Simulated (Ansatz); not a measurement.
# CH4AlNO: the cost of one run

All numbers below are computed with Ansatz 0.2.0 (RKS B3LYP/def2-SVP).

### 1 The starting structure

Bond lengths: N1–C2 1.264 Å, C2–Al3 2.027 Å, Al3–O4 1.640 Å, N1–H5 1.025 Å, C2–H6 1.099 Å, Al3–H7 1.534 Å, O4–H8 0.948 Å. Angles: N1–C2–Al3 127.5°, N1–C2–H6 113.1°, Al3–C2–H6 119.4°, C2–N1–H5 114.7°, C2–Al3–O4 121.7°, C2–Al3–H7 118.2°, O4–Al3–H7 120.1°, Al3–O4–H8 176.5°.

Structure file:

```xyz
8

N    -1.2152    1.5718    0.3435
C     0.0017    1.2884    0.1509
Al    0.8072   -0.5450   -0.1661
O    -0.1194   -1.8969   -0.2112
H    -1.8492    0.7668    0.3362
H     0.6579    2.1700    0.1653
H     2.3240   -0.6461   -0.3694
H    -0.6069   -2.7092   -0.2491
```

### 2 End point A

File input.yaml:

```yaml
crystal:
  periodic: [false, false, false]
  atoms:
    - { symbol: "N", position_ang: [-1.21524, 1.57185, 0.34346] }
    - { symbol: C, position_ang: [0.00172, 1.28837, 0.15086] }
    - { symbol: Al, position_ang: [0.80721, -0.54495, -0.16615] }
    - { symbol: O, position_ang: [-0.11943, -1.89686, -0.21121] }
    - { symbol: H, position_ang: [-1.84917, 0.76681, 0.33621] }
    - { symbol: H, position_ang: [0.65787, 2.17004, 0.16531] }
    - { symbol: H, position_ang: [2.32399, -0.64609, -0.3694] }
    - { symbol: H, position_ang: [-0.60695, -2.70917, -0.24908] }
basis:
  gaussian: { orbitals: def2-SVP }
hamiltonian:
  xc: b3lyp
relax:
  f_tol: 0.02
  max_steps: 50
```

Started as:

```bash
> ansatz run input.yaml --threads 1 --pin off --max-ram 2048MiB --backend cpu --events-out ev --progress --plain --runs-dir out
```

**Question.** How long does this run take on 1 thread of Arm Neoverse N1, shared host, and how much memory does it need?

About 84 s, with a peak of 0.15 GiB.
